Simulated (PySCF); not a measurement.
# Zr(OH)₂: relaxation and vibrations of the triplet

The task is one start of a wider search on Zr(OH)₂: the triplet, from a PBE minimum start. It is relaxed, tested by its Hessian and followed downhill if it is a saddle.

The runs use PySCF 2.14.0; PBE, basis Zr def2-SVP with ECP28, O def2-SVP, H def2-SVP, scalar-relativistic core potentials, no spin–orbit coupling, density fitting.

### Step 1. The system as given

5 atoms, charge 0, spin multiplicity 3.

Bond lengths: Zr1–O2 1.942 Å, Zr1–O3 1.942 Å, O2–H4 0.967 Å, O3–H5 0.967 Å. Angles: O2–Zr1–O3 148.4°, Zr1–O2–H4 162.4°, Zr1–O3–H5 162.4°.

Coordinates in bohr (charge 0 multiplicity 3):
```
Zr   -0.2424    0.0103   -0.0430
O     0.1238   -0.0315    3.6089
O     1.3584   -0.0315   -3.3457
H     0.8473   -0.0736    5.2870
H     2.6153   -0.0736   -4.6724
```

### Step 2. Finding the electronic state

One driver script runs all steps and calls PySCF; scf.py shows how it sets up the SCF of each step. The optimiser is the driver's own. After this first run the driver tries any further starts and a stability analysis.

scf.py reads:

```python
from pyscf import gto, scf, dft
mol = gto.M(atom='''
Zr    -0.128256     0.005453    -0.022767
O      0.065538    -0.016675     1.909724
O      0.718832    -0.016675    -1.770487
H      0.448371    -0.038952     2.797786
H      1.383932    -0.038952    -2.472524''',
    basis={'Zr': 'def2-SVP', 'O': 'def2-SVP', 'H': 'def2-SVP'},
    ecp={'Zr': 'def2-SVP'},
    charge=0, spin=2)
mf = dft.UKS(mol, xc='PBE')
mf.grids.atom_grid = (50, 194)
aux = {'Zr': 'def2-universal-JKFIT', 'O': 'def2-universal-JKFIT', 'H': 'def2-universal-JKFIT'}
mf = mf.density_fit(auxbasis=aux)
mf.conv_tol = 1e-08
mf.diis_space = 10
mf.max_cycle = 60
mf.init_guess = 'minao'
mf.verbose = 4
mf.kernel()
```

Run with:

```bash
$ OMP_NUM_THREADS=2 python axn.py task.json out
```

The runs that follow: Relaxing the triplet from the PBE minimum start; Hessian and properties.

Q: Predict the outcome of this session. Wanted: minimum; geometry; wavenumbers; dipole moment; highest occupied, lowest empty level; polar-tensor charge of Zr1; zero-point energy; atomisation energy; ⟨S²⟩.

The runs gave:

| quantity | value |
| --- | --- |
| minimum | triplet, C2v |
| geometry | O–H 0.967 Å (×2), Zr–O 1.942 Å (×2); H–O–Zr 162.4° (×2), O–Zr–O 148.3° |
| wavenumbers (cm⁻¹) | 91 (a1), 389 (b1), 412 (a1), 444 (a2), 449 (b2), 680 (a1), 693 (b2), 3851 (b2), 3853 (a1) |
| dipole moment | 1.48 D |
| highest occupied, lowest empty level (either spin) | -3.14, -2.51 eV |
| polar-tensor charge of Zr1 | +0.80 e |
| zero-point energy | 65.0 kJ/mol |
| entropy at 298.15 K | 302.9 J/(mol K) |
| atomisation energy (no zero-point energy) | 2026 kJ/mol |
| ⟨S²⟩ | 2.004 |

The PBE minimum start keeps its C2v symmetry and ends in a minimum. In the infrared the band at 3851 cm⁻¹ (b2) leads. Most of the spin sits on Zr1 (Mulliken spin 2.09, against 2 for the whole molecule). Only this shape and spin were tried, so other structures or states may lie lower. Open d and f shells are described by one determinant, and the ground state may have another occupation or spin.
